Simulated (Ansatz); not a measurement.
# CH8SSiZn: the cost of one run

Program: Ansatz 0.2.0. Level of theory: RKS PBE0/def2-mTZVP. These are calculated values, not measurements.

## Step 1: Starting point

Bond lengths: Zn1–S2 2.655 Å, Zn1–C3 2.036 Å, Zn1–Si5 2.726 Å, S2–H6 1.322 Å, C3–H7 1.083 Å, C3–H8 1.086 Å, C3–H9 1.082 Å, Si5–H10 1.472 Å, Si5–H11 1.468 Å, Si5–H12 1.459 Å. Angles (14 of 16 angles, heavy atoms first): S2–Zn1–C3 128.3°, S2–Zn1–Si5 85.9°, C3–Zn1–Si5 135.1°, Zn1–S2–H6 95.5°, Zn1–C3–H7 110.7°, Zn1–C3–H8 106.9°, Zn1–C3–H9 112.4°, Zn1–Si5–H10 89.3°, Zn1–Si5–H11 101.6°, Zn1–Si5–H12 142.6°, H7–C3–H8 108.8°, H7–C3–H9 109.0°, H8–C3–H9 109.0°, H10–Si5–H11 106.9°.

Structure file:

```xyz
12

Zn    0.4380   -0.0580    0.5384
S    -0.4620    2.3926    1.0205
C     0.5528   -1.6360    1.8195
H    -0.5690    1.4267   -0.4938
Si   -0.4984    0.3082   -1.9950
H     0.5757    3.0158    0.4878
H     0.9125   -1.3167    2.7897
H    -0.4545   -2.0267    1.9317
H     1.1961   -2.4224    1.4472
H    -0.9473   -1.0933   -2.0114
H     0.7494    0.3656   -2.7667
H    -1.4935    1.0442   -2.7680
```

## Step 2: Pulling towards end A

Springs on the bonds that form and break draw the guess towards this end; the thresholds are loose.

input.yaml

```yaml
crystal:
  periodic: [false, false, false]
  atoms:
    - { symbol: Zn, position_ang: [0.438, -0.058, 0.5384] }
    - { symbol: S, position_ang: [-0.462, 2.3926, 1.0205] }
    - { symbol: C, position_ang: [0.5528, -1.636, 1.8195] }
    - { symbol: H, position_ang: [-0.569, 1.4267, -0.4938] }
    - { symbol: Si, position_ang: [-0.4984, 0.3082, -1.995] }
    - { symbol: H, position_ang: [0.5757, 3.0158, 0.4878] }
    - { symbol: H, position_ang: [0.9125, -1.3167, 2.7897] }
    - { symbol: H, position_ang: [-0.4545, -2.0267, 1.9317] }
    - { symbol: H, position_ang: [1.1961, -2.4224, 1.4472] }
    - { symbol: H, position_ang: [-0.9473, -1.0933, -2.0114] }
    - { symbol: H, position_ang: [0.7494, 0.3656, -2.7667] }
    - { symbol: H, position_ang: [-1.4935, 1.0442, -2.768] }
basis:
  gaussian: { orbitals: def2-mTZVP }
hamiltonian:
  xc: pbe0
relax:
  f_tol: 0.15
  max_steps: 25
  restrain:
    - { distance: [0, 4], at: 3.63, k: 30.0 }
    - { distance: [3, 1], at: 2.66, k: 30.0 }
    - { distance: [0, 1], at: 2.27, k: 30.0 }
    - { distance: [3, 4], at: 1.42, k: 30.0 }
output:
  orbitals: {}
```

Started as:

```sh
> ansatz run input.yaml --threads 4 --pin off --max-ram 5120MiB --backend cpu --events-out ev --progress --plain --runs-dir out
```

Q: Estimate wall time and peak memory on 4 threads of Arm Neoverse N1, shared host.

About 40 s, with a peak of 0.32 GiB.
